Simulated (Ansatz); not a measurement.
# C2H3AlO (SMILES C#C[O][AlH2]): functionals against CCSD(T) at one geometry

Aim: energy, forces and dipole at a structure displaced at random from a GFN2-xTB minimum, from CCSD(T) and from density functionals.

Program: Ansatz 0.2.0, Gaussian basis. Level of theory: single points in def2-TZVPP. These are calculated values, not measurements.

Correlated methods freeze the cores.

## (1) The system as given

SMILES `C#C[O][AlH2]`, 7 atoms, charge 0, spin multiplicity 1.

Atoms are counted from 1 here; the program's logs count them from 0.

Bond lengths: C1–C2 1.304 Å, C1–H5 1.010 Å, C2–O3 1.260 Å, O3–Al4 1.476 Å, Al4–H6 1.485 Å, Al4–H7 1.682 Å. Angles: C2–C1–H5 166.2°, C1–C2–O3 166.4°, C2–O3–Al4 170.4°, O3–Al4–H6 130.0°, O3–Al4–H7 116.3°, H6–Al4–H7 113.1°.

Geometry (Å):

```mol
C2H3AlO
  3D, bonds by distance, orders not assigned

  7  6  0  0  0  0  0  0  0  0999 V2000
    1.8289   -0.4334    1.4474 C   0  0
    0.7382   -0.2584    0.7537 C   0  0
   -0.1263    0.0219   -0.1195 O   0  0
   -1.3012    0.3305   -0.9572 Al  0  0
    2.5205   -0.6638    2.1465 H   0  0
   -2.2335    1.4857   -0.9071 H   0  0
   -1.5181   -0.6329   -2.3185 H   0  0
  1  2  8  0
  1  5  8  0
  2  3  8  0
  3  4  8  0
  4  6  8  0
  4  7  8  0
M  END
```

## (2) CCSD(T)/def2-TZVPP

File run/in.yaml:

```yaml
crystal:
  periodic: [false, false, false]
  atoms:
    - {symbol: C, position_ang: [1.828900, -0.433400, 1.447400]}
    - {symbol: C, position_ang: [0.738200, -0.258400, 0.753700]}
    - {symbol: O, position_ang: [-0.126300, 0.021900, -0.119500]}
    - {symbol: Al, position_ang: [-1.301200, 0.330500, -0.957200]}
    - {symbol: H, position_ang: [2.520500, -0.663800, 2.146500]}
    - {symbol: H, position_ang: [-2.233500, 1.485700, -0.907100]}
    - {symbol: H, position_ang: [-1.518100, -0.632900, -2.318500]}
basis:
  gaussian: {orbitals: def2-TZVPP}
correlation: {method: ccsd_t}
output: {forces: true}
```

No record of the launch command was kept for these runs.

## (3) PBE0-D4/def2-TZVPP

run/in.yaml, as its differences from that of step 2:

```diff
@@ -12,3 +12,3 @@
   gaussian: {orbitals: def2-TZVPP}
-correlation: {method: ccsd_t}
-output: {forces: true}
+hamiltonian: {xc: pbe0, dispersion: d4}
+output: {forces: true, orbitals: {seedname: orbitals}}
```

## (4) wB97M-V/def2-TZVPP

run/in.yaml, as its differences from that of step 3:

```diff
@@ -12,3 +12,3 @@
   gaussian: {orbitals: def2-TZVPP}
-hamiltonian: {xc: pbe0, dispersion: d4}
-output: {forces: true, orbitals: {seedname: orbitals}}
+hamiltonian: {xc: {name: wB97M-V}}
+output: {forces: true}
```

## (5) r2SCAN-D4/def2-TZVPP

run/in.yaml, as its differences from that of step 4:

```diff
@@ -12,3 +12,3 @@
   gaussian: {orbitals: def2-TZVPP}
-hamiltonian: {xc: {name: wB97M-V}}
+hamiltonian: {xc: r2scan, dispersion: d4}
 output: {forces: true}
```

## (6) PBE-D4/def2-TZVPP

run/in.yaml, as its differences from that of step 5:

```diff
@@ -12,3 +12,3 @@
   gaussian: {orbitals: def2-TZVPP}
-hamiltonian: {xc: r2scan, dispersion: d4}
+hamiltonian: {xc: pbe, dispersion: d4}
 output: {forces: true}
```

## (7) r2SCAN0-D4/def2-TZVPP

run/in.yaml, as its differences from that of step 6:

```diff
@@ -12,3 +12,3 @@
   gaussian: {orbitals: def2-TZVPP}
-hamiltonian: {xc: pbe, dispersion: d4}
+hamiltonian: {xc: {name: r2SCAN0}, dispersion: d4}
 output: {forces: true}
```

## (8) CAM-B3LYP-D4/def2-TZVPP

run/in.yaml, as its differences from that of step 7:

```diff
@@ -12,3 +12,3 @@
   gaussian: {orbitals: def2-TZVPP}
-hamiltonian: {xc: {name: r2SCAN0}, dispersion: d4}
+hamiltonian: {xc: {name: CAM-B3LYP}, dispersion: d4}
 output: {forces: true}
```

(Steps that only read results are left out.)

Before running it: what results should come out? Wanted: energy less free atoms, CCSD(T)/def2-TZVPP; RMS force component; RMS force error; HOMO and LUMO, PBE0-D4; T1 diagnostic.

The runs gave:

| quantity | value |
| --- | --- |
| energy less free atoms, CCSD(T)/def2-TZVPP | -2419.6 kJ/mol |
| RMS force component | 4.226 to 4.515 eV/Å over the methods |
| RMS force error | PBE0-D4 0.346, wB97M-V 0.404, r2SCAN-D4 0.237, PBE-D4 0.186, r2SCAN0-D4 0.436, CAM-B3LYP-D4 0.454 eV/Å |
| HOMO and LUMO, PBE0-D4 | -7.18 and -1.34 eV |
| T1 diagnostic | 0.015 |

In words: Against CCSD(T) the functionals' energies less atoms differ by -143.5 to -17.6 kJ/mol, PBE-D4 by -143.5 kJ/mol. CCSD(T) in triple zeta still lacks some correlation energy of the bonds, so part of these gaps is its own basis error and they don't rank the functionals. For forces PBE-D4 does best and CAM-B3LYP-D4 worst. Frozen-core CCSD(T) forces in triple zeta carry basis errors of their own, and this is one geometry, so small gaps rank nothing. The restricted Hartree–Fock reference is unstable towards an unrestricted one at one or more of these structures.
